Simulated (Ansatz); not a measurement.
# CH7ClOSi2: one species, many methods

One table from this session's results is given with a row withheld; the runs are named, their logs left out.

Program: Ansatz 0.2.0, Gaussian basis. Level of theory: functionals in def2-TZVPP, the program's frozen cores in correlated methods. These are calculated values, not measurements.

Levels to be run: LDA (SPW92), PBE-D4, revPBE-D4, BLYP-D4, r2SCAN-D4, B97M-V, PBE0-D4, B3LYP-D4, r2SCANh-D4, r2SCAN0-D4, HSE06-D4, BHLYP-D4, CAM-B3LYP-D4, LC-ωPBE, ωB97X-V, ωB97M-V, B2PLYP, PBE-QIDH; CCSD(T)/def2-SVP; CCSD(T)/def2-TZVPP; MP2/def2-QZVPP; extrapolation to the limit; RPA on PBE.

## The geometry

The geometry comes from an earlier relaxation with PBE0-D4 in a triple-zeta def2 set; it is a stationary point, not always the lowest conformer.

SMILES `C[SiH2]O[SiH2]Cl`, 12 atoms, charge 0, spin multiplicity 1.

Atoms are counted from 1 here; the program's logs count them from 0.

Bond lengths: C1–Si2 1.856 Å, C1–H6 1.092 Å, C1–H7 1.094 Å, C1–H8 1.092 Å, Si2–O3 1.650 Å, Si2–H9 1.488 Å, Si2–H10 1.484 Å, O3–Si4 1.616 Å, Si4–Cl5 2.058 Å, Si4–H11 1.476 Å, Si4–H12 1.479 Å. Angles: Si2–C1–H6 110.8°, Si2–C1–H7 110.2°, Si2–C1–H8 110.9°, H6–C1–H7 108.3°, H6–C1–H8 108.3°, H7–C1–H8 108.2°, C1–Si2–O3 110.5°, C1–Si2–H9 110.7°, C1–Si2–H10 111.3°, O3–Si2–H9 108.7°, O3–Si2–H10 106.5°, H9–Si2–H10 109.1°, Si2–O3–Si4 144.9°, O3–Si4–Cl5 110.3°, O3–Si4–H11 109.0°, O3–Si4–H12 110.9°, Cl5–Si4–H11 107.6°, Cl5–Si4–H12 106.7° and more.

Set-up of the first run:

The input, in.yaml:

```yaml
crystal:
  periodic: [false, false, false]
  atoms:
    - {symbol: C, position_ang: [-0.342591, 1.864472, 0.294540]}
    - {symbol: Si, position_ang: [0.544177, 0.390082, 0.990552]}
    - {symbol: O, position_ang: [0.771045, -0.752965, -0.177771]}
    - {symbol: Si, position_ang: [0.067303, -1.933152, -1.027952]}
    - {symbol: Cl, position_ang: [-1.781457, -1.325514, -1.696616]}
    - {symbol: H, position_ang: [-1.330478, 1.583407, -0.077223]}
    - {symbol: H, position_ang: [-0.470987, 2.628040, 1.066743]}
    - {symbol: H, position_ang: [0.221783, 2.305875, -0.530163]}
    - {symbol: H, position_ang: [-0.235528, -0.214161, 2.104994]}
    - {symbol: H, position_ang: [1.893592, 0.758793, 1.487412]}
    - {symbol: H, position_ang: [0.895808, -2.230617, -2.213340]}
    - {symbol: H, position_ang: [-0.155866, -3.129562, -0.187177]}
basis:
  gaussian: {orbitals: def2-TZVPP}
hamiltonian: {xc: lda}
output: {orbitals: {seedname: orbitals}}
```

Run with:

```sh
> ansatz run in.yaml --threads 4 --pin off --events-out ev --progress --plain --max-ram 10444MiB
```

Steps of the session up to this table: LDA; PBE-D4 (GGA); revPBE-D4 (GGA); BLYP-D4 (GGA); r2SCAN-D4 (meta-GGA); B97M-V (meta-GGA); PBE0-D4 (hybrid); B3LYP-D4 (hybrid); r2SCANh-D4 (hybrid); r2SCAN0-D4 (hybrid); HSE06-D4 (hybrid); BHLYP-D4 (hybrid); CAM-B3LYP-D4 (range-separated); LC-ωPBE (range-separated); ωB97X-V (range-separated); ωB97M-V (range-separated); B2PLYP (double hybrid); PBE-QIDH (double hybrid).

One of the session's tables, all rows but one given; the rest of the session is left out.

It belongs to the step «Frontier levels by functional». 

```
  functional  HOMO (eV)  gap (eV)
 LDA (SPW92)      -7.34      6.38
      PBE-D4      -7.28      6.60
   revPBE-D4      -7.25      6.70
     BLYP-D4      -7.19      6.67
   r2SCAN-D4      -7.63      7.35
      B97M-V      -7.74      7.25
     PBE0-D4      -8.67      8.86
    B3LYP-D4      -8.46      8.46
  r2SCANh-D4      -8.14      8.15
  r2SCAN0-D4      -8.90      9.34
    HSE06-D4      -8.26      8.08
    BHLYP-D4      -9.99     11.08
CAM-B3LYP-D4     -10.07     11.27
     LC-ωPBE     -11.42     13.80
     ωB97X-V     -11.09     13.31
     ωB97M-V          ?         ?
```

Estimate the missing values for ωB97M-V.

The run gave: HOMO (eV): -10.93; gap (eV): 12.83. In the column «HOMO (eV)» it lies between ωB97X-V (-11.09) and CAM-B3LYP-D4 (-10.07).
